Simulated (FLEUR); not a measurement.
# SnSe2 (P-3m1) in FLEUR: a series of runs

One crystal, SnSe2, is run at these levels: PBE; tasks: equation of state.

Program: FLEUR MaX-R8.1 (later development tree). These are calculated values, not measurements. Logs are shortened: lines on timing, memory, paths and dates and some standing lists are left out, and cuts for length are marked.

## 1. The crystal as given

Symmetry: P-3m1, No. 164, trigonal system. The conventional cell has a = 3.811 Å, b = 3.811 Å, c = 6.136 Å, α = 90.00°, β = 90.00°, γ = 120.00°. Sn (site symmetry -3m) is surrounded by 6 Se at 2.68 Å. Se (site symmetry 3m) has 3 Sn at 2.68 Å as nearest neighbours.

## 2. Equation of state, PBE, 24.18 Å³/atom (volume scaled by 0.94)

The input, inp.xml:

```xml
<?xml version="1.0" encoding="UTF-8" standalone="no"?>
<fleurInput fleurInputVersion="0.39">
   <comment>
      SnSe2                                                                                               
   </comment>
   <calculationSetup>
      <cutoffs Kmax="4.43" Gmax="13.7" GmaxXC="13.7" numbands="0"/>
      <scfLoop itmax="60" minDistance="0.00001" maxIterBroyd="15" imix="Anderson" alpha="0.05" precondParam="0.0" spinf="2.0" sdNocoIR="T"/>
      <coreElectrons ctail="T" frcor="F" kcrel="0" coretail_lmax="0"/>
      <xcFunctional name="pbe" relativisticCorrections="F"/>
      <magnetism jspins="1"/>
      <soc l_soc="F" theta="0.0" phi="0.0" spav="F"/>
      <expertModes spex="0" secvar="F"/>
      <geometryOptimization l_f="F" forcealpha="1.0" forcemix="BFGS" epsdisp="0.00001" epsforce="0.00001"/>
      <ldaU l_linMix="F" mixParam="0.05" spinf="1.0"/>
   </calculationSetup>
   <cell>
      <bzIntegration valenceElectrons="54.0" mode="hist" fermiSmearingEnergy="0.00183747">
         <kPointListSelection listName="default-1"/>
         <!-- k-points included here -->
         <xi:include xmlns:xi="http://www.w3.org/2001/XInclude" href="kpts.xml"> </xi:include>
      </bzIntegration>
      <!-- symmetry operations included here -->
      <xi:include xmlns:xi="http://www.w3.org/2001/XInclude" href="sym.xml"> </xi:include>
      <bulkLattice scale="0.9795861087">
         <bravaisMatrix>
            <row-1>    7.2017462608505998     0.0000000000000000     0.0000000000000000</row-1>
            <row-2>   -3.6008731304252999     6.2368952134637015     0.0000000000000000</row-2>
            <row-3>    0.0000000000000000     0.0000000000000000    11.5953595005455998</row-3>
         </bravaisMatrix>
      </bulkLattice>
   </cell>
   <atomSpecies>
      <species name="Tin (Sn)" element="Sn" atomicNumber="50">
         <mtSphere radius="2.34" gridPoints="797" logIncrement="0.016"/>
         <atomicCutoffs lmax="10" lnonsphr="10"/>
         <electronConfig flipSpins="F">
            <coreConfig>(1s1/2) (2s1/2) (2p1/2) (2p3/2) (3s1/2) (3p1/2) (3p3/2) (3d3/2) (3d5/2)</coreConfig>
            <valenceConfig>(4s1/2) (4p1/2) (4p3/2) (5s1/2) (4d3/2) (4d5/2) (5p1/2) (5p3/2)</valenceConfig>
            <stateOccupation state="(5p1/2)" spinUp="0.333333" spinDown="0.333333"/>
            <stateOccupation state="(5p3/2)" spinUp="0.666667" spinDown="0.666667"/>
         </electronConfig>
         <energyParameters s="5" p="5" d="4" f="4"/>
         <lo type="SCLO" l="0" n="4" eDeriv="0"/>
         <lo type="SCLO" l="1" n="4" eDeriv="0"/>
         <lo type="SCLO" l="1" n="4" eDeriv="1"/>
         <lo type="SCLO" l="2" n="4" eDeriv="2"/>
         <lo type="SCLO" l="3" n="4" eDeriv="2"/>
      </species>
      <species name="Selenium (Se)" element="Se" atomicNumber="34">
         <mtSphere radius="2.21" gridPoints="753" logIncrement="0.017"/>
         <atomicCutoffs lmax="9" lnonsphr="9"/>
         <electronConfig flipSpins="F">
            <coreConfig>(1s1/2) (2s1/2) (2p1/2) (2p3/2) (3s1/2) (3p1/2) (3p3/2)</coreConfig>
            <valenceConfig>(3d3/2) (3d5/2) (4s1/2) (4p1/2) (4p3/2)</valenceConfig>
            <stateOccupation state="(4p1/2)" spinUp="0.666667" spinDown="0.666667"/>
            <stateOccupation state="(4p3/2)" spinUp="1.333333" spinDown="1.333333"/>
         </electronConfig>
         <energyParameters s="4" p="4" d="4" f="4"/>
         <lo type="SCLO" l="2" n="3" eDeriv="0"/>
         <lo type="SCLO" l="0" n="4" eDeriv="2"/>
         <lo type="SCLO" l="1" n="4" eDeriv="2"/>
         <lo type="SCLO" l="3" n="4" eDeriv="2"/>
      </species>
   </atomSpecies>
   <atomGroups>
      <atomGroup species="Tin (Sn)">
         <relPos label="                   1">.0000000000 .0000000000 .0000000000</relPos>
         <force calculate="T" relaxXYZ="TTT"/>
      </atomGroup>
      <atomGroup species="Selenium (Se)">
         <relPos label="                   2">-1.000/3.000 1.000/3.000 -.2490000000</relPos>
         <relPos label="                   3">1.000/3.000 -1.000/3.000 .2490000000</relPos>
         <force calculate="T" relaxXYZ="TTT"/>
      </atomGroup>
   </atomGroups>
   <output dos="F" band="F" slice="F">
      <checks vchk="F" cdinf="F"/>
      <bandDOS minEnergy="-.5*Htr" maxEnergy="0.5*Htr" sigma="0.015" storeEVData="T"/>
      <vacuumDOS vacdos="F" integ="F" star="F" nstars="0" locx1="0.0" locy1="0.0" locx2="0.0" locy2="0.0" nstm="0" tworkf="0.0"/>
      <unfoldingBand unfoldBand="F" supercellX="1" supercellY="1" supercellZ="1"/>
      <plotting iplot="0" polar="F">
         <plot TwoD="T" vec1="  1.0  0.0  0.0" vec2="  0.0  1.0  0.0" vec3="  0.0  0.0  1.0" zero="  0.0  0.0  0.0" file="plot"/>
      </plotting>
      <chargeDensitySlicing numkpt="0" minEigenval="0.0" maxEigenval="0.0" nnne="0" pallst="F"/>
      <specialOutput eonly="F"/>
      <moessbauerParams electricFieldGradient="T" isomerShift="T" coreHyperfine="T" valenceHyperfine="T"/>
      <magneticCircularDichroism mcd="F" energyLo="-10.0" energyUp="0.0"/>
   </output>
  <!-- We include the file relax.xml here to enable relaxations (see documentation) -->
  <xi:include xmlns:xi="http://www.w3.org/2001/XInclude" href="relax.xml"> <xi:fallback/> </xi:include>
</fleurInput>
```

Potentials or basis: all-electron, FLAPW.

Command:

```
$ inpgen -f crystal.txt -profile fastHighL
$ # inp.xml edited to the form shown
$ fleur_MPI -warn_only
```

The log of the run:

```text
Welcome to FLEUR        (www.flapw.de)
      MaX-Release 8.1          (www.max-centre.eu)

 ========== k-point set info ==========
 Selected k-point list: default-1
 k-point list type: mesh
 8 x 8 x 5
 Number of k points: 40

 ------------Calculation Setup---------------------------
 Number of MPI-tasks      :            1
 Number of PE/node        :            1
 Number of OMP-threads    :            1
 Most efficient MPI parallelization for:
           1           2           4           5           8          10          20          40
 Additional eigenvalue parallelization possible
 Number of basis functions:          841
 Approximate size of matrices (H+S) per k-point:         0.011 GB
 --------------------------------------------------------
************FLEUR-Warning*****************
Error message: core-state search did not converge within the iteration limit; Continue with best solution found?
Error occurred in subroutine: differ
Hint: n=5 l=0 j=0.50000 state of atom with Z=50: achieved |de|=9.6514E-07, target=1.0000E-07. A finer radial mesh (smaller logIncrement / more gridPoints) may help reach full convergence.
Error from PE:0/1
*****************************************
 Iteration:     1   Distance:       6.50780215 me/bohr^3
 Iteration:     2   Distance:       6.02867332 me/bohr^3
 Iteration:     3   Distance:       2.77813331 me/bohr^3
 Iteration:     4   Distance:       0.84948470 me/bohr^3
 Iteration:     5   Distance:       0.74096489 me/bohr^3
 Iteration:     6   Distance:       0.14886230 me/bohr^3
 Iteration:     7   Distance:       0.05914303 me/bohr^3
 Iteration:     8   Distance:       0.05045185 me/bohr^3
 Iteration:     9   Distance:       0.01550181 me/bohr^3
 Iteration:    10   Distance:       0.00358470 me/bohr^3
 Iteration:    11   Distance:       0.00254936 me/bohr^3
 Iteration:    12   Distance:       0.00027026 me/bohr^3
 Iteration:    13   Distance:       0.00010687 me/bohr^3
 Iteration:    14   Distance:       0.00003872 me/bohr^3
 Iteration:    15   Distance:       0.00000443 me/bohr^3

 ********************************************************************
 Run finished successfully
 Stop message:
   all done
 ********************************************************************
```

Wall time 2.3 min (1 thread of Arm Neoverse V2, shared host); peak memory 0.1 GiB.

What came out:

| Property | Result |
| --- | --- |
| Free energy | -300402.4519 eV |
| Band gap on the k mesh | 0.89 eV, indirect (least direct gap 1.40 eV) |
| Valence electrons inside the program's atomic spheres | Sn 19.49; Se 13.98 (radii Sn 2.34, Se 2.21 bohr) |

Caveat: spin-orbit coupling is left out, which moves the levels of the heavy elements; an odd mesh through Γ misses points on the zone boundary, where band edges often lie; this functional lacks dispersion, which binds the layers, so the pressure and a relaxed spacing across them are unreliable.

## 3. Equation of state, PBE, 24.70 Å³/atom (volume scaled by 0.96)

inp.xml, as its differences from that of step 2:

```diff
@@ -24,3 +24,3 @@
       <xi:include xmlns:xi="http://www.w3.org/2001/XInclude" href="sym.xml"> </xi:include>
-      <bulkLattice scale="0.9795861087">
+      <bulkLattice scale="0.9864848297">
          <bravaisMatrix>
```

Potentials or basis: all-electron, FLAPW.

Command:

```
$ inpgen -f crystal.txt -profile fastHighL
$ # inp.xml edited to the form shown
$ fleur_MPI -warn_only
```

Run time: 2.3 min. Hardware: 1 thread of Arm Neoverse V2, shared host; peak memory 0.1 GiB.

Results (log left out):

```
Free energy                                           : -300402.5508 eV
Band gap on the k mesh                                : 0.86 eV, indirect (least direct gap 1.30 eV)
Valence electrons inside the program's atomic spheres : Sn 19.47; Se 13.97 (radii Sn 2.34, Se 2.21 bohr)
```

Caveat: spin-orbit coupling is left out, which moves the levels of the heavy elements; an odd mesh through Γ misses points on the zone boundary, where band edges often lie; this functional lacks dispersion, which binds the layers, so the pressure and a relaxed spacing across them are unreliable.

## 4. Equation of state, PBE, 25.73 Å³/atom

inp.xml, as its differences from that of step 3:

```diff
@@ -24,3 +24,3 @@
       <xi:include xmlns:xi="http://www.w3.org/2001/XInclude" href="sym.xml"> </xi:include>
-      <bulkLattice scale="0.9864848297">
+      <bulkLattice scale="1.0000000000">
          <bravaisMatrix>
```

Command:

```
$ inpgen -f crystal.txt -profile fastHighL
$ # inp.xml edited to the form shown
$ fleur_MPI -warn_only
```

It took 2.6 min on 1 thread of Arm Neoverse V2, shared host; peak memory 0.1 GiB.

It converged, with:

| Quantity | Value |
| --- | --- |
| Free energy | -300402.6915 eV |
| Band gap on the k mesh | 0.81 eV, indirect (least direct gap 1.11 eV) |
| Valence electrons inside the program's atomic spheres | Sn 19.43; Se 13.94 (radii Sn 2.34, Se 2.21 bohr) |

Caveat: spin-orbit coupling is left out, which moves the levels of the heavy elements; an odd mesh through Γ misses points on the zone boundary, where band edges often lie; this functional lacks dispersion, which binds the layers, so the pressure and a relaxed spacing across them are unreliable.

## 5. Equation of state, PBE, 26.76 Å³/atom (volume scaled by 1.04)

inp.xml, as its differences from that of step 4:

```diff
@@ -24,3 +24,3 @@
       <xi:include xmlns:xi="http://www.w3.org/2001/XInclude" href="sym.xml"> </xi:include>
-      <bulkLattice scale="1.0000000000">
+      <bulkLattice scale="1.0131594038">
          <bravaisMatrix>
```

Command:

```
$ inpgen -f crystal.txt -profile fastHighL
$ # inp.xml edited to the form shown
$ fleur_MPI -warn_only
```

Run time: 3.2 min. Hardware: 1 thread of Arm Neoverse V2, shared host; peak memory 0.1 GiB.

The run converged. Its results:

- Free energy: -300402.7687 eV
- Band gap on the k mesh: 0.76 eV, indirect (least direct gap 0.94 eV)
- Valence electrons inside the program's atomic spheres: Sn 19.40; Se 13.91 (radii Sn 2.34, Se 2.21 bohr)

Caveat: spin-orbit coupling is left out, which moves the levels of the heavy elements; an odd mesh through Γ misses points on the zone boundary, where band edges often lie; this functional lacks dispersion, which binds the layers, so the pressure and a relaxed spacing across them are unreliable.

## 6. Equation of state, PBE, 27.27 Å³/atom (volume scaled by 1.06)

inp.xml, as its differences from that of step 5:

```diff
@@ -24,3 +24,3 @@
       <xi:include xmlns:xi="http://www.w3.org/2001/XInclude" href="sym.xml"> </xi:include>
-      <bulkLattice scale="1.0131594038">
+      <bulkLattice scale="1.0196128224">
          <bravaisMatrix>
```

Potentials or basis: all-electron, FLAPW.

Command:

```
$ inpgen -f crystal.txt -profile fastHighL
$ # inp.xml edited to the form shown
$ fleur_MPI -warn_only
```

Wall time 3.3 min (1 thread of Arm Neoverse V2, shared host); peak memory 0.1 GiB.

The run converged. Its results:

```yaml
Free_energy: -300402.7874 eV
Band_gap_on_the_k_mesh: 0.73 eV, indirect (least direct gap 0.87 eV)
Valence_electrons_inside_the_program's_atomic_spheres: Sn 19.39; Se 13.90 (radii Sn 2.34, Se 2.21 bohr)
```

Caveat: spin-orbit coupling is left out, which moves the levels of the heavy elements; an odd mesh through Γ misses points on the zone boundary, where band edges often lie; this functional lacks dispersion, which binds the layers, so the pressure and a relaxed spacing across them are unreliable.

## 7. Equation of state, PBE

Potentials or basis: all-electron, FLAPW.

No new run: the results of the series are fitted here.

What came out:

```yaml
Equilibrium_volume: "27.88 Å³/atom (rough: see the caveat)"
Bulk_modulus_at_fixed_shape_and_positions: 57 GPa (rough)
```

Energy against volume, from the lowest point:
| volume (Å³/atom) | energy (meV/atom) |
| --- | --- |
| 24.182 | 111.84 |
| 24.697 | 78.86 |
| 25.726 | 31.96 |
| 26.755 | 6.23 |
| 27.270 | 0.00 |

Caveat: the minimum lies outside the volumes run; the cell was scaled at fixed shape and fractional positions, which overstates the stiffness of a crystal with free parameters, most of all of layers and chains; this functional lacks dispersion, which binds the layers, so the pressure and a relaxed spacing across them are unreliable.
